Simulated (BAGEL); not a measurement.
# C2H6BN (SMILES [BH3-]C#[N+]C), step by step

Aim: energy and gradient (B3LYP/x2c-SV(P)all), then energy and gradient (B3LYP/x2c-SVPall), then energy and gradient (B3LYP/x2c-TZVPall) of C2H6BN. 

Program for the calculation: BAGEL 1.2.2.

4 further runs of the same task are left out: 4 set aside as unsound or not needed.

## Step 1: The system as given

The species is C2H6BN (10 atoms), meant as a singlet with charge 0. As SMILES, `[BH3-]C#[N+]C`. Geometry: relaxed at GFN2-xTB.

Bond lengths: B1–C2 1.507 Å, C2–N3 1.166 Å, N3–C4 1.393 Å, B1–H5 1.193 Å, B1–H6 1.193 Å, B1–H7 1.193 Å, C4–H8 1.092 Å, C4–H9 1.092 Å, C4–H10 1.092 Å. Some angles: B1–C2–N3 179.7°, C2–N3–C4 179.6°, C2–B1–H5 106.0°, C2–B1–H6 106.3°, C2–B1–H7 106.3°, N3–C4–H8 109.6°, N3–C4–H9 109.6°, N3–C4–H10 109.6°, H5–B1–H6 112.5°, H5–B1–H7 112.6°.

## Step 2: Energy and gradient at B3LYP/x2c-SV(P)all (DKH2, density fitting with tzvpp-jkfit, property dipole) (run 1)

input.json reads:

```json
{ "bagel" : [

{
  "title" : "molecule",
  "basis" : "x2c-sv_p_all.json",
  "df_basis" : "tzvpp-jkfit",
  "angstrom" : "true",
  "dkh" : "true",
  "geometry" : [
    { "atom" : "B", "xyz" : [   -1.072780,    1.180800,   -1.293730 ] },
    { "atom" : "C", "xyz" : [   -0.283340,    0.320470,   -0.341760 ] },
    { "atom" : "N", "xyz" : [    0.327180,   -0.349360,    0.391650 ] },
    { "atom" : "C", "xyz" : [    1.050220,   -1.156210,    1.266500 ] },
    { "atom" : "H", "xyz" : [   -1.682220,    0.427900,   -1.989340 ] },
    { "atom" : "H", "xyz" : [   -1.785570,    1.858750,   -0.619240 ] },
    { "atom" : "H", "xyz" : [   -0.275000,    1.823690,   -1.904190 ] },
    { "atom" : "H", "xyz" : [    1.455470,   -2.013380,    0.724350 ] },
    { "atom" : "H", "xyz" : [    1.871370,   -0.582090,    1.700840 ] },
    { "atom" : "H", "xyz" : [    0.394670,   -1.510580,    2.064920 ] }
  ]
},
{
  "title" : "force",
  "method" : [
    { "title" : "ks", "xc_func" : "b3lyp" }
  ]
}

]}
```

The basis set x2c-SV(P)all is read from a file made from the Basis Set Exchange's data (not shown).

Command:

```sh
$ BAGEL_NUM_THREADS=1 BAGEL input.json > input.out
```

Log:

```text
* using 1 threads per process

  ===============================================================
  ===============================================================

  *** Geometry ***

  { "atom" : "B", "xyz" : [     -2.027260,      2.231389,     -2.444795 ] },
  { "atom" : "C", "xyz" : [     -0.535435,      0.605601,     -0.645833 ] },
  { "atom" : "N", "xyz" : [      0.618281,     -0.660195,      0.740111 ] },
  { "atom" : "C", "xyz" : [      1.984628,     -2.184920,      2.393338 ] },
  { "atom" : "H", "xyz" : [     -3.178935,      0.808614,     -3.759308 ] },
  { "atom" : "H", "xyz" : [     -3.374238,      3.512528,     -1.170194 ] },
  { "atom" : "H", "xyz" : [     -0.519675,      3.446275,     -3.598398 ] },
  { "atom" : "H", "xyz" : [      2.750440,     -3.804737,      1.368823 ] },
  { "atom" : "H", "xyz" : [      3.536377,     -1.099991,      3.214122 ] },
  { "atom" : "H", "xyz" : [      0.745818,     -2.854582,      3.902133 ] },

  Number of auxiliary basis functions:      410

  Since a DF basis is specified, we compute 2- and 3-index integrals:
    o Being stored without compression. Storage requirement is 0.015 GB

  Number of basis functions:       68
  Number of electrons      :       30

    * METHOD: MOLECULE                             0.37

  The gradients will be computed analytically.

  *** Kohn-Sham DFT ***

    * Removing 17031 points whose weight is below 1.00e-10
    * Grid points: 132029

  === Nuclear Repulsion ===
   102.0822741463

       - DIIS with orbital gradients will be used.

  === KS iteration (b3lyp / x2c-sv_p_all.json) ===
      0       -123.83172984          0.17368446           0.76
      1       -106.98718696          0.14315372           0.71
      2        -91.96055797          0.23687612           0.75
      3       -141.65726320          0.15021510           0.71
      4       -136.23887192          0.14516322           0.65
      5       -153.78078744          0.10346059           0.65
      6       -159.28139916          0.01046182           0.73
      7       -159.30307704          0.00731101           0.70
      8       -159.31910219          0.00395767           0.73
      9       -159.32372303          0.00129084           0.71
     10       -159.32409703          0.00106827           0.73
     11       -159.32460725          0.00012385           0.73
     12       -159.32461314          0.00004139           0.73
     13       -159.32461353          0.00002454           0.79
     14       -159.32461372          0.00000082           0.77
     15       -159.32461372          0.00000053           0.73
     16       -159.32461372          0.00000010           0.76
     17       -159.32461372          0.00000003           0.76
     18       -159.32461372          0.00000001           0.64
    * SCF iteration converged.

    * Permanent dipole moment:
           (   -1.279756,     1.408496,    -1.544230) a.u.

  * Nuclear energy gradient

    o Atom   0
        x          0.0011238278
        y         -0.0015007901
        z          0.0011951595
    o Atom   1
        x         -0.0107738743
        y          0.0116999496
        z         -0.0126827091
    o Atom   2
        x          0.0096699820
        y         -0.0105660472
        z          0.0114588032
    o Atom   3
        x         -0.0026231126
        y          0.0028588838
        z         -0.0031084087
    o Atom   4
        x          0.0096530318
        y          0.0103188303
        z          0.0110803316
    o Atom   5
        x          0.0110697884
        y         -0.0105575730
        z         -0.0090511047
    o Atom   6
        x         -0.0110303286
        y         -0.0100504390
        z          0.0096905963
    o Atom   7
        x         -0.0037718126
        y          0.0068950174
        z          0.0023044557
    o Atom   8
        x         -0.0066142481
        y         -0.0026388870
        z         -0.0042393941
    o Atom   9
        x          0.0032912543
        y          0.0035406409
        z         -0.0066449271
  * Gradient computed with                             13.69

    * METHOD: FORCE                               29.27

  ===============================================================
```

Run time: 30 s. Hardware: 1 thread of Intel Xeon at 2.50GHz (Skylake/Cascade Lake), shared host; peak memory 0.97 GiB.

## Step 3: Energy and forces at B3LYP/x2c-SVPall (DKH2, density fitting with tzvpp-jkfit, property dipole) (run 2)

input.json reads:

```json
{ "bagel": [

{
  "title": "molecule",
  "basis": "x2c-svpall.json",
  "df_basis": "tzvpp-jkfit",
  "angstrom": "true",
  "dkh": "true",
  "geometry": [
    { "atom": "B", "xyz": [   -1.072780,    1.180800,   -1.293730 ] },
    { "atom": "C", "xyz": [   -0.283340,    0.320470,   -0.341760 ] },
    { "atom": "N", "xyz": [    0.327180,   -0.349360,    0.391650 ] },
    { "atom": "C", "xyz": [    1.050220,   -1.156210,    1.266500 ] },
    { "atom": "H", "xyz": [   -1.682220,    0.427900,   -1.989340 ] },
    { "atom": "H", "xyz": [   -1.785570,    1.858750,   -0.619240 ] },
    { "atom": "H", "xyz": [   -0.275000,    1.823690,   -1.904190 ] },
    { "atom": "H", "xyz": [    1.455470,   -2.013380,    0.724350 ] },
    { "atom": "H", "xyz": [    1.871370,   -0.582090,    1.700840 ] },
    { "atom": "H", "xyz": [    0.394670,   -1.510580,    2.064920 ] }
  ]
},
{
  "title": "force",
  "method": [
    {
      "title": "ks",
      "xc_func": "b3lyp"
    }
  ]
}

]}
```

The basis set x2c-SVPall is read from a file made from the Basis Set Exchange's data (not shown).

Command:

```sh
$ BAGEL_NUM_THREADS=1 BAGEL input.json > input.out
```

Log:

```text
* using 1 threads per process

  ===============================================================
  ===============================================================

  *** Geometry ***

  { "atom" : "B", "xyz" : [     -2.027260,      2.231389,     -2.444795 ] },
  { "atom" : "C", "xyz" : [     -0.535435,      0.605601,     -0.645833 ] },
  { "atom" : "N", "xyz" : [      0.618281,     -0.660195,      0.740111 ] },
  { "atom" : "C", "xyz" : [      1.984628,     -2.184920,      2.393338 ] },
  { "atom" : "H", "xyz" : [     -3.178935,      0.808614,     -3.759308 ] },
  { "atom" : "H", "xyz" : [     -3.374238,      3.512528,     -1.170194 ] },
  { "atom" : "H", "xyz" : [     -0.519675,      3.446275,     -3.598398 ] },
  { "atom" : "H", "xyz" : [      2.750440,     -3.804737,      1.368823 ] },
  { "atom" : "H", "xyz" : [      3.536377,     -1.099991,      3.214122 ] },
  { "atom" : "H", "xyz" : [      0.745818,     -2.854582,      3.902133 ] },

  Number of auxiliary basis functions:      410

  Since a DF basis is specified, we compute 2- and 3-index integrals:
    o Being stored without compression. Storage requirement is 0.024 GB

  Number of basis functions:       86
  Number of electrons      :       30

    * METHOD: MOLECULE                             0.40

  The gradients will be computed analytically.

  *** Kohn-Sham DFT ***

    * Removing 17031 points whose weight is below 1.00e-10
    * Grid points: 132029

  === Nuclear Repulsion ===
   102.0822741463

       - DIIS with orbital gradients will be used.

  === KS iteration (b3lyp / x2c-svpall.json) ===
      0       -123.38770721          0.13983370           0.93
      1       -105.98118559          0.14352253           0.85
      2        -91.58842872          0.19844314           0.88
      3       -145.82216222          0.09648031           0.86
      4       -146.85684378          0.09585561           0.71
      5       -150.52866523          0.12250162           0.83
[... 15 lines of this table left out ...]
     21       -159.33638425          0.00000002           0.86
     22       -159.33638425          0.00000001           0.88
    * SCF iteration converged.

    * Permanent dipole moment:
           (   -1.276675,     1.405218,    -1.540534) a.u.

  * Nuclear energy gradient

    o Atom   0
        x          0.0025168169
        y         -0.0030203170
        z          0.0028780753
    o Atom   1
        x         -0.0103945440
        y          0.0113004614
        z         -0.0122273486
    o Atom   2
        x          0.0094540213
        y         -0.0103307691
        z          0.0111991123
    o Atom   3
        x         -0.0032277194
        y          0.0035355968
        z         -0.0038419860
    o Atom   4
        x          0.0078319566
        y          0.0082398111
        z          0.0089978337
    o Atom   5
        x          0.0089581848
        y         -0.0085397166
        z         -0.0072002720
    o Atom   6
        x         -0.0088097640
        y         -0.0081331182
        z          0.0078562391
    o Atom   7
        x         -0.0031338810
        y          0.0054604322
        z          0.0012317284
    o Atom   8
        x         -0.0052340007
        y         -0.0015163395
        z         -0.0035671234
    o Atom   9
        x          0.0020332701
        y          0.0030033351
        z         -0.0053231885
  * Gradient computed with                             14.73

    * METHOD: FORCE                               36.49

  ===============================================================
```

Wall time 38 s (1 thread of Intel Xeon at 2.50GHz (Skylake/Cascade Lake), shared host); peak memory 1.2 GiB.

## Step 4: Energy and gradient at B3LYP/x2c-TZVPall (DKH2, density fitting with tzvpp-jkfit, property dipole) (run 3)

input.json reads:

```json
{ "bagel" : [

{
  "title" : "molecule",
  "basis" : "x2c-tzvpall.json",
  "df_basis" : "tzvpp-jkfit",
  "angstrom" : true,
  "dkh" : true,
  "geometry" : [
    { "atom" : "B", "xyz" : [   -1.072780,    1.180800,   -1.293730 ] },
    { "atom" : "C", "xyz" : [   -0.283340,    0.320470,   -0.341760 ] },
    { "atom" : "N", "xyz" : [    0.327180,   -0.349360,    0.391650 ] },
    { "atom" : "C", "xyz" : [    1.050220,   -1.156210,    1.266500 ] },
    { "atom" : "H", "xyz" : [   -1.682220,    0.427900,   -1.989340 ] },
    { "atom" : "H", "xyz" : [   -1.785570,    1.858750,   -0.619240 ] },
    { "atom" : "H", "xyz" : [   -0.275000,    1.823690,   -1.904190 ] },
    { "atom" : "H", "xyz" : [    1.455470,   -2.013380,    0.724350 ] },
    { "atom" : "H", "xyz" : [    1.871370,   -0.582090,    1.700840 ] },
    { "atom" : "H", "xyz" : [    0.394670,   -1.510580,    2.064920 ] }
  ]
},
{
  "title" : "force",
  "method" : [
    { "title" : "ks", "xc_func" : "b3lyp" }
  ]
}

]}
```

The basis set x2c-TZVPall is read from a file made from the Basis Set Exchange's data (not shown).

Command:

```sh
$ BAGEL_NUM_THREADS=1 BAGEL input.json > input.out
```

Log:

```text
* using 1 threads per process

  ===============================================================
  ===============================================================

  *** Geometry ***

  { "atom" : "B", "xyz" : [     -2.027260,      2.231389,     -2.444795 ] },
  { "atom" : "C", "xyz" : [     -0.535435,      0.605601,     -0.645833 ] },
  { "atom" : "N", "xyz" : [      0.618281,     -0.660195,      0.740111 ] },
  { "atom" : "C", "xyz" : [      1.984628,     -2.184920,      2.393338 ] },
  { "atom" : "H", "xyz" : [     -3.178935,      0.808614,     -3.759308 ] },
  { "atom" : "H", "xyz" : [     -3.374238,      3.512528,     -1.170194 ] },
  { "atom" : "H", "xyz" : [     -0.519675,      3.446275,     -3.598398 ] },
  { "atom" : "H", "xyz" : [      2.750440,     -3.804737,      1.368823 ] },
  { "atom" : "H", "xyz" : [      3.536377,     -1.099991,      3.214122 ] },
  { "atom" : "H", "xyz" : [      0.745818,     -2.854582,      3.902133 ] },

  Number of auxiliary basis functions:      410

  Since a DF basis is specified, we compute 2- and 3-index integrals:
    o Being stored without compression. Storage requirement is 0.084 GB

  Number of basis functions:      160
  Number of electrons      :       30

    * METHOD: MOLECULE                             0.92

  The gradients will be computed analytically.

  *** Kohn-Sham DFT ***

    * Removing 17031 points whose weight is below 1.00e-10
    * Grid points: 132029

  === Nuclear Repulsion ===
   102.0822741463

       - DIIS with orbital gradients will be used.

  === KS iteration (b3lyp / x2c-tzvpall.json) ===
      0       -111.60954505          0.14443426           1.52
      1        -89.72371187          0.12589820           1.47
      2        -80.35779944          0.18229284           1.51
      3       -142.83739302          0.09616319           1.73
      4       -145.90657110          0.09469909           1.73
      5       -149.33553285          0.11735335           1.41
[... 14 lines of this table left out ...]
     20       -159.52069966          0.00000001           1.20
     21       -159.52069966          0.00000001           1.44
    * SCF iteration converged.

    * Permanent dipole moment:
           (   -1.268770,     1.396833,    -1.530935) a.u.

  * Nuclear energy gradient

    o Atom   0
        x          0.0033842559
        y         -0.0039364601
        z          0.0039316432
    o Atom   1
        x         -0.0186741970
        y          0.0204348093
        z         -0.0222010515
    o Atom   2
        x          0.0194598884
        y         -0.0213770560
        z          0.0232658761
    o Atom   3
        x         -0.0074134166
        y          0.0082361119
        z         -0.0089235559
    o Atom   4
        x          0.0044177225
        y          0.0042270150
        z          0.0051001842
    o Atom   5
        x          0.0049813897
        y         -0.0047421060
        z         -0.0036334664
    o Atom   6
        x         -0.0045471723
        y         -0.0045299100
        z          0.0044137211
    o Atom   7
        x         -0.0002163770
        y         -0.0003182684
        z         -0.0016918144
    o Atom   8
        x          0.0002836446
        y          0.0016454724
        z         -0.0003842649
    o Atom   9
        x         -0.0016805580
        y          0.0003600519
        z          0.0001271624
  * Gradient computed with                             26.39

    * METHOD: FORCE                               62.51

  ===============================================================
```

Run time: 64 s. Hardware: 1 thread of Intel Xeon at 2.50GHz (Skylake/Cascade Lake), shared host; peak memory 2 GiB.

## Step 5: Results

```
                                           quantity          value
            run 1, B3LYP/x2c-SV(P)all: total energy  -159.32461 Eh
           run 1, B3LYP/x2c-SV(P)all: dipole moment         6.23 D
run 1, B3LYP/x2c-SV(P)all: largest force on an atom     1.046 eV/Å
              run 2, B3LYP/x2c-SVPall: total energy  -159.33638 Eh
             run 2, B3LYP/x2c-SVPall: dipole moment         6.21 D
  run 2, B3LYP/x2c-SVPall: largest force on an atom     1.009 eV/Å
             run 3, B3LYP/x2c-TZVPall: total energy  -159.52070 Eh
            run 3, B3LYP/x2c-TZVPall: dipole moment         6.18 D
 run 3, B3LYP/x2c-TZVPall: largest force on an atom     1.908 eV/Å
```

**Reading.** The largest force (run 1, B3LYP/x2c-SV(P)all) is 1.05 eV/Å: the shape isn't a stationary point for this species at this level. The largest force (run 3, B3LYP/x2c-TZVPall) is 1.91 eV/Å: the shape isn't a stationary point for this species at this level. The largest force (run 2, B3LYP/x2c-SVPall) is 1.01 eV/Å: the shape isn't a stationary point for this species at this level.
